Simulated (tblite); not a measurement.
# H9NSi4: the cost of one run

Programs: tblite 0.8.0 and PySCF 2.14.0. All values are calculated, for the isolated system unless a continuum is named. Atoms count from 0, parts from 1.

### 1 Starting point

14 atoms, charge 0, multiplicity 1; geometry: distance geometry start.

### 2 Geometry optimisation with GFN2-xTB

What the job is given:

```
{"job": {"kind": "relax", "xc": "GFN2-xTB", "basis": "xTB"}, "charge": 0, "multiplicity": 1}
Si     1.445115    -0.552732     0.538116
Si     1.176770    -2.527442     1.505359
N      1.350529     1.089459    -0.266436
Si    -0.239511     1.479691    -1.048083
Si     2.851849     1.612802    -1.161779
H      0.677145    -3.449466     0.551897
H      2.445850    -3.033518     1.953774
H      0.273394    -2.430175     2.592860
H     -0.075508     2.542009    -1.963302
H     -0.733165     0.343249    -1.695763
H     -1.160319     1.867223    -0.027824
H      3.991641     1.071685    -0.528082
H      2.929946     3.031438    -1.142358
H      2.778256     1.149783    -2.503693
```

With the program's defaults for keys left out, this is: GFN2-xTB geometry optimisation, gas phase.

Run with:

```console
> OMP_NUM_THREADS=1 python cluster_run.py task.json out
```

This one command runs all jobs of the session in turn.

**Question.** How long does this first job take on 1 thread of Arm Neoverse V2, shared host?

About 3.6 s.
